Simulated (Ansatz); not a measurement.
Geometry optimisation, DFT LDA, scalar-relativistic, plane waves, PAW (Ansatz 0.2.0).

Input:

```yaml
crystal:
  lattice:
    - [5.048742, 0.0, 0.0]
    - [2.524371, 4.372339, 0.0]
    - [0.0, 0.0, 17.776426]
  atoms:
    - { symbol: H, position: [0.1666667, 0.1666667, 0.0562543] }
    - { symbol: H, position: [0.6666667, 0.1666667, 0.0562543] }
    - { symbol: H, position: [0.1666667, 0.6666667, 0.0562543] }
    - { symbol: H, position: [0.6666667, 0.6666667, 0.0562543] }
    - { symbol: C, position: [0.1666667, 0.1666667, 0.118134] }
    - { symbol: C, position: [0.6666667, 0.1666667, 0.118134] }
    - { symbol: C, position: [0.1666667, 0.6666667, 0.118134] }
    - { symbol: C, position: [0.6666667, 0.6666667, 0.118134] }
    - { symbol: C, position: [-0.1666667, 0.3333333, 0.147121] }
    - { symbol: C, position: [0.3333333, 0.3333333, 0.147121] }
    - { symbol: C, position: [-0.1666667, 0.8333333, 0.147121] }
    - { symbol: C, position: [0.3333333, 0.8333333, 0.147121] }
    - { symbol: C, position: [-0.1666667, 0.3333333, 0.234082] }
    - { symbol: C, position: [0.3333333, 0.3333333, 0.234082] }
    - { symbol: C, position: [-0.1666667, 0.8333333, 0.234082] }
    - { symbol: C, position: [0.3333333, 0.8333333, 0.234082] }
    - { symbol: C, position: [0.0, 0.0, 0.2630689] }
    - { symbol: C, position: [0.5, 0.0, 0.2630689] }
    - { symbol: C, position: [0.0, 0.5, 0.2630689] }
    - { symbol: C, position: [0.5, 0.5, 0.2630689] }
    - { symbol: H, position: [0.5, 0.0, 0.3249487] }
    - { symbol: H, position: [0.0, 0.5, 0.3249487] }
    - { symbol: H, position: [0.5, 0.5, 0.3249487] }
    - { symbol: Cl, position: [0.6555867, 0.8331721, 0.4222686], spin: 1.0 }
    - { symbol: H, position: [0.8788133, 0.8598361, 0.447583] }
magnetization:
  spin_polarized: true
basis:
  ecutwfc: 420.0
kpoints:
  mp_grid: { grid: [3, 3, 1] }
hamiltonian:
  xc: lda
  pseudopotentials: { kind: paw, azcp: { folder: soft_1 } }
scf:
  occupations: { method: gaussian, width: 0.02 }
  lower_state_search: "off"
relax:
  f_tol: 0.03
  max_steps: 60
  adjacent_minimum: "off"
  constraints: [{ sites: [0, 1, 2, 3, 4, 5, 6, 7, 8, 9, 10, 11] }]
output:
  write_density: true
  write_potential: true
  elf: true
  volumetric_format: npy
```

Command:

```bash
$ ansatz run input.yaml --threads 2 --pin off --max-ram 5120MiB --backend cpu --events-out ev --progress --plain --runs-dir out
```

Problem. Where does it end, and by what steps?

Solution. The forces met the threshold. The force dipped under the threshold on the way, but the program's further checks kept it going. Limits of this set-up: coarse k mesh, thin slab, slab without dipole correction, no dispersion correction for a molecule that may bind weakly, PAW files made for another functional. After 21 steps the energy has fallen by 1.593 eV; H25 moved furthest, 2.44 Å. Joined: C17–H25 (3.47 → 1.24 Å).

```
step  energy less start (eV)  largest force component (eV/Å)  accepted
   0                  0.0000                           3.770       yes
   1                 -0.6413                           0.872       yes
   2                 -0.7726                           0.673       yes
   3                 -0.8386                           0.192       yes
   4                 -0.8583                           1.001       yes
   5                 -0.8962                           0.537       yes
   6                 -0.9108                           0.796       yes
   7                 -0.9644                           0.171       yes
   8                 -1.0031                           0.157       yes
   9                 -1.0508                           0.131       yes
  10                 -1.1052                           0.245       yes
  11                 -1.1668                           0.368       yes
  12                 -1.2356                           0.508       yes
  13                 -1.3063                           0.657       yes
  14                 -1.3705                           0.760       yes
  15                 -1.4767                           0.844       yes
  16                 -1.5552                           0.681       yes
  17                 -1.5264                           1.104        no
  18                 -1.5872                           0.186       yes
  19                 -1.5927                           0.058       yes
  20                 -1.5933                           0.018       yes
  21                 -1.5934                           0.011       yes
```

```xyz
25
Lattice="5.0487 0.0000 0.0000 2.5244 4.3723 0.0000 0.0000 0.0000 17.7764" Properties=species:S:1:pos:R:3
H 1.262 0.729 1.000
H 3.787 0.729 1.000
H 2.524 2.915 1.000
H 5.049 2.915 1.000
C 1.262 0.729 2.100
C 3.787 0.729 2.100
C 2.524 2.915 2.100
C 5.049 2.915 2.100
C 0.000 1.457 2.615
C 2.524 1.457 2.615
C 1.262 3.644 2.615
C 3.787 3.644 2.615
C 0.000 1.461 4.161
C 2.524 1.457 4.152
C 1.259 3.642 4.161
C 3.790 3.642 4.161
C 0.000 0.000 4.560
C 2.524 0.004 4.640
C 1.266 2.184 4.640
C 3.783 2.184 4.640
H 2.525 0.001 5.752
H 1.264 2.186 5.752
H 3.785 2.185 5.752
Cl 7.571 4.371 7.414
H 7.573 4.372 5.796
```

Run time: 5 min on 2 threads of Arm Neoverse V1 (shared host), peak memory 0.65 GiB.
